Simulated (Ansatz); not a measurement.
Working through a rigid torsion scan of B₂H₅NSi, SMILES BN1B[SiH2]1

Program: the Ansatz DFT code, driven from Python.

Run as a notebook:

```python
import ansatz
from ase import Atoms
```

```python
atoms = Atoms(["B", "N", "B", "Si", "H", "H", "H", "H", "H"], positions=[
    (-0.8356, 1.1161, 0.1579),
    (-0.0416, 0.0983, 0.8408),
    (1.2859, 0.0443, 0.1091),
    (-0.0282, -1.3324, -0.1272),
    (-2.0582, 1.0349, 0.1065),
    (-0.4457, 2.261, -0.0371),
    (2.4056, 0.5036, -0.1192),
    (0.4027, -2.5624, 0.5143),
    (-0.5964, -1.2097, -1.4622),
])

# relax first, so that the scan starts from a minimum
first = (
    ansatz.Crystal.molecule_from_ase(atoms).calculation()
    .basis(gaussian="cc-pVDZ")
    .functional("b3lyp")
    .scf(lower_state_search="standard")
    .relax(force_tolerance=0.02, max_steps=80)
)
atoms.positions = first.run(threads=1).report["positions_ang"]
```

    

```python
start = atoms.get_dihedral(2, 1, 0, 4)
energies = {}
for turn in range(0, 360, 40):
    turned = atoms.copy()
    turned.set_dihedral(2, 1, 0, 4, start + turn, indices=[0, 4, 5])
    calculation = (
        ansatz.Crystal.molecule_from_ase(turned).calculation()
        .basis(gaussian="cc-pVDZ")
        .functional("b3lyp")
        .scf(lower_state_search="standard")
    )
    energies[round((start + turn) % 360)] = calculation.run(threads=1).report["free_energy_ev"]
floor = min(energies.values())
print("dihedral B2-N1-B0-H4 (deg)   E - E(min) (kJ/mol)")
for angle, e in sorted(energies.items()):
    print(f"{angle:8d} {96.485332 * (e - floor):14.3f}  " + "#" * int(30 * (e - floor) / max(max(energies.values()) - floor, 1e-9)))
```

    dihedral B2-N1-B0-H4 (deg)   E - E(min) (kJ/mol)
          21          2.347  ###
          61         14.262  ######################
         101         18.505  #############################
         141          7.496  ############
         181          0.000
         221          7.769  ############
         261         18.604  ##############################
         301         14.004  ######################
         341          2.181  ###

Notes:
- These settings explore the input space; basis and method may be short of convergence.
- The scan is rigid and the energies are electronic, in a modest basis. With rigid groups the curve can differ much from the relaxed path, the start wasn't checked as a minimum of this torsion, and equivalent turns needn't return to the same energy.
- b3lyp holds the VWN-RPA fit, as in Gaussian; the form of ORCA and Turbomole is b3lyp5.
- Timing: 57 s on 1 thread of Arm Neoverse V1 (shared host), peak memory 0.23 GiB.

(Lines on the test bed's own set-up are left out of the output.)
